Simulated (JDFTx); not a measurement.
# SPb in JDFTx: further runs

Runs on SPb. Level: BP86. Tasks: solvation.

Program: JDFTx 1.7.0 (patched build). These are calculated values, not measurements. Logs are shortened: lines on timing, memory, paths and dates and some standing lists are left out, and cuts for length are marked. The log counts tension as positive stress, the text compression.

## Step 1: The structure

The cell holds a molecule in a box, 2 atoms: a = 9.000 Å, b = 9.000 Å, c = 12.000 Å, α = 90.00°, β = 90.00°, γ = 90.00°.

## Step 2: Solvation, BP86

File fluid.in:

```
lattice \
   17.0075351216     0.0000000000     0.0000000000 \
    0.0000000000    17.0075351216     0.0000000000 \
    0.0000000000     0.0000000000    22.6767134955
coords-type Cartesian
ion S      8.5283339248     8.5434517527     9.2418351721 1
ion Pb     8.5283339248     8.5434517527    13.5633797755 1

ion-species pseudo/S.upf
ion-species pseudo/Pb.upf
elec-cutoff 28
elec-ex-corr gga-x-b88 gga-c-p86
kpoint-folding 1 1 1
elec-n-bands 16
electronic-minimize nIterations 100 energyDiffThreshold 1e-06
fluid LinearPCM
pcm-variant SoftSphere
fluid-solvent H2O
fluid-minimize nIterations 200 knormThreshold 1e-10
initial-state vacuum.$VAR
core-overlap-check none
forces-output-coords Cartesian

dump-name fluid.$VAR
dump End Ecomponents EigStats BandEigs Kpoints Forces ElecDensity Dtot KEdensity
```

Potentials or basis: PseudoDojo-SR-PBE-0.5-standard (S) + PseudoDojo-SR-PBE-0.4.1-standard (Pb) with smoothed tails.

On the command line:

```sh
jdftx -c 1 -i fluid.in -o fluid.out
```

The program printed:

```text
*************** JDFTx 1.7.0 (patched build) ***************

Input parsed successfully to the following command list (including defaults):
[... the input with its defaults ...]

---------- Setting up symmetries ----------

Found 16 point-group symmetries of the bravais lattice
Found 8 space-group symmetries with basis
Applied RMS atom displacement 0 bohrs to make symmetries exact.

---------- Initializing the Grid ----------
R =
[      17.0075            0            0  ]
[            0      17.0075            0  ]
[            0            0      22.6767  ]
unit cell volume = 6559.38
G =
[   0.369435          0          0  ]
[          0   0.369435          0  ]
[          0          0   0.277077  ]
Minimum fftbox size, Smin = [  84  84  112  ]
Chosen fftbox size, S = [  84  84  112  ]

---------- Exchange Correlation functional ----------
Initialized LibXC exchange functional 'Becke 88'
Initialized LibXC correlation functional 'Perdew 86'

---------- Setting up pseudopotentials ----------
Width of ionic core gaussian charges (only for fluid interactions / plotting) set to 0.33585

Reading pseudopotential file 'pseudo/S.upf':
  'S' pseudopotential, 'PBE' functional
  Generated using ONCVPSP code by D. R. Hamann
  6 valence electrons, 2 orbitals, 6 projectors, 1001 radial grid points, with lMax = 2
    3S    l: 0   occupation:  2.0   eigenvalue: -0.634163
    3P    l: 1   occupation:  4.0   eigenvalue: -0.257567
  Core radius for overlap checks: 1.43 bohrs.

Reading pseudopotential file 'pseudo/Pb.upf':
  'Pb' pseudopotential, 'PBE' functional
  Generated using ONCVPSP code by D. R. Hamann
  14 valence electrons, 3 orbitals, 6 projectors, 1001 radial grid points, with lMax = 2
    5D    l: 2   occupation: 10.0   eigenvalue: -0.778248
    6S    l: 0   occupation:  2.0   eigenvalue: -0.442471
    6P    l: 1   occupation:  2.0   eigenvalue: -0.128539
  Core radius for overlap checks: 2.30 bohrs.

Initialized 2 species with 2 total atoms.

Folded 1 k-points by 1x1x1 to 1 k-points.

---------- Setting up k-points, bands, fillings ----------
No reducable k-points.
Computing the number of bands and number of electrons
Calculating initial fillings.
Turning on subspace rotations due to non-scalar fillings.
nElectrons:  20.000000   nBands: 16   nStates: 1

----- Setting up reduced wavefunction bases (one per k-point) -----
average nbasis = 46511.000 , ideal nbasis = 46418.800

---------- Setting up ewald sum ----------
Optimum gaussian width for ewald sums = 6.653130 bohr.
Real space sum over 1089 unit cells with max indices [  5  5  4  ]
Reciprocal space sum over 1815 terms with max indices [  5  5  7  ]

---------- Allocating electronic variables ----------
Reading eigenvalues from 'vacuum.eigenvals'.
Initializing wave functions:  reading from 'vacuum.wfns'
----- createFluidSolver() ----- (Fluid-side solver setup)
   Initializing fluid molecule 'H2O'
     Initializing site 'O'
       Electron density: proportional to exp(-r/0.36935)*erfc((r-0.51523)/0.36823) with norm 6.826
       Charge density: gaussian nuclear width 0.478731 with net site charge 0.826
       Polarizability: cuspless exponential with width 0.32 and norm 3.73
       Hard sphere radius: 2.57003 bohrs
       Positions in reference frame:
         [ +0.000000 +0.000000 +0.000000 ]
     Initializing site 'H'
       Electron density: proportional to exp(-r/0.34641)*erfc((r-0)/0.390882) with norm 0.587
       Charge density: gaussian nuclear width 0.377945 with net site charge -0.413
       Polarizability: cuspless exponential with width 0.39 and norm 3.3
       Positions in reference frame:
         [ +0.000000 -1.441945 +1.122523 ]
         [ +0.000000 +1.441945 +1.122523 ]
     Net charge: 0   dipole magnitude: 0.927204
     Initializing spherical shell mfKernel with radius 2.61727 Bohr
     deltaS corrections:
       site 'O': -7.54299
       site 'H': -6.83917

Correction to mu due to finite nuclear width = -0.00216092
   Effective cavity tension: 9.67e-06 Eh/bohr^2 and pressure: 0 Eh/bohr^3 to account for cavitation and dispersion.
   Cavity determined with scale factor: 1.11  width: 0.5  atomic radii:
	 S:  3.813 bohr
	Pb:  4.060 bohr

-------- Electronic minimization -----------
	Linear fluid (dielectric constant: 78.4) occupying 0.908247 of unit cell:	Completed after 18 iterations at
ElecMinimize: Iter:   0  Etot: -70.612478729875647  |grad|_K:  7.782e-05  alpha:  1.000e+00
	Linear fluid (dielectric constant: 78.4) occupying 0.908247 of unit cell:	Completed after 10 iterations at
	Linear fluid (dielectric constant: 78.4) occupying 0.908247 of unit cell:	Completed after 5 iterations at
	SubspaceRotationAdjust: set factor to 1.16
ElecMinimize: Iter:   1  Etot: -70.618048347692621  |grad|_K:  1.097e-04  alpha:  1.235e+00  linmin: -3.993e-05
	Linear fluid (dielectric constant: 78.4) occupying 0.908247 of unit cell:	Completed after 12 iterations at
	Linear fluid (dielectric constant: 78.4) occupying 0.908247 of unit cell:	Completed after 11 iterations at
	SubspaceRotationAdjust: set factor to 1.26
ElecMinimize: Iter:   2  Etot: -70.621357016545232  |grad|_K:  7.324e-05  alpha:  3.731e-01  linmin:  8.316e-05
	Linear fluid (dielectric constant: 78.4) occupying 0.908247 of unit cell:	Completed after 6 iterations at
	Linear fluid (dielectric constant: 78.4) occupying 0.908247 of unit cell:	Completed after 5 iterations at
	SubspaceRotationAdjust: set factor to 1.38
ElecMinimize: Iter:   3  Etot: -70.623561998557904  |grad|_K:  5.331e-05  alpha:  5.565e-01  linmin:  2.362e-05
	Linear fluid (dielectric constant: 78.4) occupying 0.908247 of unit cell:	Completed after 3 iterations at
	Linear fluid (dielectric constant: 78.4) occupying 0.908247 of unit cell:	Completed after 2 iterations at
	SubspaceRotationAdjust: set factor to 1.51
ElecMinimize: Iter:   4  Etot: -70.624975908932697  |grad|_K:  3.720e-05  alpha:  6.703e-01  linmin:  4.075e-05
	Linear fluid (dielectric constant: 78.4) occupying 0.908247 of unit cell:	Completed after 3 iterations at
[... 32 lines left out ...]
	Linear fluid (dielectric constant: 78.4) occupying 0.908247 of unit cell:	Completed after 0 iterations at
	SubspaceRotationAdjust: set factor to 1.89
ElecMinimize: Iter:  13  Etot: -70.626132260053282  |grad|_K:  2.521e-06  alpha:  1.856e-01  linmin:  1.848e-03
	Linear fluid (dielectric constant: 78.4) occupying 0.908247 of unit cell:	Completed after 0 iterations at
	Linear fluid (dielectric constant: 78.4) occupying 0.908247 of unit cell:	Completed after 0 iterations at
	SubspaceRotationAdjust: set factor to 1.97
ElecMinimize: Iter:  14  Etot: -70.626133317858432  |grad|_K:  2.165e-06  alpha:  2.257e-01  linmin: -7.179e-07
	Linear fluid (dielectric constant: 78.4) occupying 0.908247 of unit cell:	Completed after 2 iterations at
	Linear fluid (dielectric constant: 78.4) occupying 0.908247 of unit cell:	Completed after 0 iterations at
	SubspaceRotationAdjust: set factor to 1.96
ElecMinimize: Iter:  15  Etot: -70.626133341405790  |grad|_K:  1.630e-06  alpha:  8.623e-02  linmin:  4.210e-03
	Linear fluid (dielectric constant: 78.4) occupying 0.908247 of unit cell:	Completed after 0 iterations at
	Linear fluid (dielectric constant: 78.4) occupying 0.908247 of unit cell:	Completed after 0 iterations at
	SubspaceRotationAdjust: set factor to 2.03
ElecMinimize: Iter:  16  Etot: -70.626133684828375  |grad|_K:  1.308e-06  alpha:  2.219e-01  linmin:  1.959e-06
ElecMinimize: Converged (|Delta Etot|<1.000000e-06 for 2 iters).
Setting wave functions to eigenvectors of Hamiltonian

# Ionic positions in cartesian coordinates:
ion S   8.528333924800000   8.543451752699999   9.241835172100000 1
ion Pb   8.528333924800000   8.543451752699999  13.563379775500000 1

# Forces in Cartesian coordinates:
force S   0.000000000000000  -0.000000000000000  -0.041251985386303 1
force Pb   0.000000000000000   0.000000000000000   0.045110522943247 1

# Energy components:
   A_diel =       -0.0574636490045998
   Eewald =       -9.8712092973477610
       EH =       51.4595528252743719
     Eloc =     -125.2463522642094063
      Enl =      -12.9304373977915823
      Exc =      -23.1786439929183032
 Exc_core =       10.8845446312544691
       KE =       38.3138754599144491
-------------------------------------
     Etot =      -70.6261336848283747

IonicMinimize: Iter:   0  Etot: -70.626133684828375  |grad|_K:  2.493e-02
IonicMinimize: None of the convergence criteria satisfied after 0 iterations.

#--- Lowdin population analysis ---
# oxidation-state S -0.742
# oxidation-state Pb +0.832

Dumping 'fluid.eigStats' ...
	eMin: -0.759365 at state 0 ( [ +0.000000 +0.000000 +0.000000 ] spin 0 )
	HOMO: -0.193164 at state 0 ( [ +0.000000 +0.000000 +0.000000 ] spin 0 )
	mu  : -0.093877
	LUMO: -0.059250 at state 0 ( [ +0.000000 +0.000000 +0.000000 ] spin 0 )
	eMax: +0.057994 at state 0 ( [ +0.000000 +0.000000 +0.000000 ] spin 0 )
	HOMO-LUMO gap: +0.133913
	Optical gap  : +0.133913 at state 0 ( [ +0.000000 +0.000000 +0.000000 ] spin 0 )
Done!
[note: without ions in the liquid mu and the levels have no absolute zero]
```

It took 58 s on 1 thread of Arm Neoverse V1, shared host; peak memory 0.3 GiB.

Results:

```
Free energy      : -1921.8350 eV
Loewdin charges  : S -0.74; Pb +0.83 e
Solvation energy : -0.823 eV
```

Caveat: the forces don't sum to zero, a sign of grid noise; the minimiser leaves empty levels unsolved, so they aren't listed; the liquid is a continuum model, checked here against plausible ranges alone; the potentials were made for another functional, which shifts forces and pressure.

## Step 3: Solvation, BP86

fluid.in: that of step 2 with these lines changed.

```diff
@@ -15,6 +15,6 @@
 electronic-minimize nIterations 100 energyDiffThreshold 1e-06
-fluid LinearPCM
-pcm-variant SoftSphere
+fluid NonlinearPCM
+pcm-variant GLSSA13
 fluid-solvent H2O
-fluid-minimize nIterations 200 knormThreshold 1e-10
+fluid-minimize nIterations 100 energyDiffThreshold 1e-7
 initial-state vacuum.$VAR
```

Potentials or basis: PseudoDojo-SR-PBE-0.5-standard (S) + PseudoDojo-SR-PBE-0.4.1-standard (Pb) with smoothed tails.

On the command line:

```sh
jdftx -c 1 -i fluid.in -o fluid.out
```

The program printed:

```text
*************** JDFTx 1.7.0 (patched build) ***************

Input parsed successfully to the following command list (including defaults):
[... the input with its defaults ...]

---------- Setting up symmetries ----------

Found 16 point-group symmetries of the bravais lattice
Found 8 space-group symmetries with basis
Applied RMS atom displacement 0 bohrs to make symmetries exact.

---------- Initializing the Grid ----------
R =
[      17.0075            0            0  ]
[            0      17.0075            0  ]
[            0            0      22.6767  ]
unit cell volume = 6559.38
G =
[   0.369435          0          0  ]
[          0   0.369435          0  ]
[          0          0   0.277077  ]
Minimum fftbox size, Smin = [  84  84  112  ]
Chosen fftbox size, S = [  84  84  112  ]

---------- Exchange Correlation functional ----------
Initialized LibXC exchange functional 'Becke 88'
Initialized LibXC correlation functional 'Perdew 86'

---------- Setting up pseudopotentials ----------
Width of ionic core gaussian charges (only for fluid interactions / plotting) set to 0.33585

Reading pseudopotential file 'pseudo/S.upf':
  'S' pseudopotential, 'PBE' functional
  Generated using ONCVPSP code by D. R. Hamann
  6 valence electrons, 2 orbitals, 6 projectors, 1001 radial grid points, with lMax = 2
    3S    l: 0   occupation:  2.0   eigenvalue: -0.634163
    3P    l: 1   occupation:  4.0   eigenvalue: -0.257567
  Core radius for overlap checks: 1.43 bohrs.

[... 75 lines left out ...]
	Nonlinear solve completed after 16 iterations at
	Nonlinear fluid (bulk dielectric constant: 78.4) occupying 0.910571 of unit cell
	Nonlinear solve completed after 11 iterations at
	SubspaceRotationAdjust: set factor to 1.36
[... 52 lines left out ...]
	Nonlinear solve completed after 2 iterations at
	SubspaceRotationAdjust: set factor to 2.03
ElecMinimize: Iter:  12  Etot: -70.616036160021679  |grad|_K:  1.586e-06  alpha:  4.918e-01  linmin:  3.524e-04
	Nonlinear fluid (bulk dielectric constant: 78.4) occupying 0.910340 of unit cell
	Nonlinear solve completed after 2 iterations at
	Nonlinear fluid (bulk dielectric constant: 78.4) occupying 0.910340 of unit cell
	Nonlinear solve completed after 2 iterations at
	SubspaceRotationAdjust: set factor to 2.15
ElecMinimize: Iter:  13  Etot: -70.616036938080981  |grad|_K:  9.585e-07  alpha:  4.511e-01  linmin: -2.949e-03
	Nonlinear fluid (bulk dielectric constant: 78.4) occupying 0.910342 of unit cell
	Nonlinear solve completed after 2 iterations at
	Nonlinear fluid (bulk dielectric constant: 78.4) occupying 0.910342 of unit cell
	Nonlinear solve completed after 2 iterations at
	SubspaceRotationAdjust: set factor to 2.27
ElecMinimize: Iter:  14  Etot: -70.616037297050241  |grad|_K:  6.686e-07  alpha:  5.117e-01  linmin: -2.981e-03
ElecMinimize: Converged (|Delta Etot|<1.000000e-06 for 2 iters).
Setting wave functions to eigenvectors of Hamiltonian

# Ionic positions in cartesian coordinates:
ion S   8.528333924800000   8.543451752699999   9.241835172100000 1
ion Pb   8.528333924800000   8.543451752699999  13.563379775500000 1

# Forces in Cartesian coordinates:
force S   0.000000000000000  -0.000000000000000  -0.034301769670430 1
force Pb   0.000000000000000   0.000000000000000   0.032175738370900 1

# Energy components:
   A_diel =       -0.0389540532132596
   Eewald =       -9.8712092973477610
       EH =       51.6403697782658568
     Eloc =     -125.4535910144690973
      Enl =      -12.8960945010167745
      Exc =      -23.1875299901136245
 Exc_core =       10.8845446312544691
       KE =       38.3064271495899575
-------------------------------------
     Etot =      -70.6160372970502408

IonicMinimize: Iter:   0  Etot: -70.616037297050241  |grad|_K:  1.919e-02
IonicMinimize: None of the convergence criteria satisfied after 0 iterations.

#--- Lowdin population analysis ---
# oxidation-state S -0.680
# oxidation-state Pb +0.773

Dumping 'fluid.eigStats' ...
	eMin: -0.763077 at state 0 ( [ +0.000000 +0.000000 +0.000000 ] spin 0 )
	HOMO: -0.189583 at state 0 ( [ +0.000000 +0.000000 +0.000000 ] spin 0 )
	mu  : -0.090633
	LUMO: -0.056006 at state 0 ( [ +0.000000 +0.000000 +0.000000 ] spin 0 )
	eMax: +0.061356 at state 0 ( [ +0.000000 +0.000000 +0.000000 ] spin 0 )
	HOMO-LUMO gap: +0.133577
	Optical gap  : +0.133577 at state 0 ( [ +0.000000 +0.000000 +0.000000 ] spin 0 )
Done!
[note: without ions in the liquid mu and the levels have no absolute zero]
```

Run time: 77 s. Hardware: 1 thread of Arm Neoverse V1, shared host; peak memory 0.29 GiB.

Results:

* Free energy: -1921.5603 eV
* Loewdin charges: S -0.68; Pb +0.77 e
* Solvation energy: -0.549 eV

Caveat: the forces don't sum to zero, a sign of grid noise; the minimiser leaves empty levels unsolved, so they aren't listed; the liquid is a continuum model, checked here against plausible ranges alone; the potentials were made for another functional, which shifts forces and pressure. The run has no spin-orbit coupling, so splittings on Pb are missing.

## Step 4: For comparison

An earlier run on the cell as given: functional PBE; potentials or basis PseudoDojo-SR-PBE-0.5-standard (S) + PseudoDojo-SR-PBE-0.4.1-standard (Pb) with smoothed tails; cutoff 762 eV; density cutoff 6095 eV; k mesh 1 × 1 × 1; occupations fermi-dirac, width 0.05 eV; no spin polarisation.

- Largest force: 0.632 eV/Å
- Gap between the frontier levels: 2.96 eV
- Loewdin charges: S -0.37; Pb +0.46 e
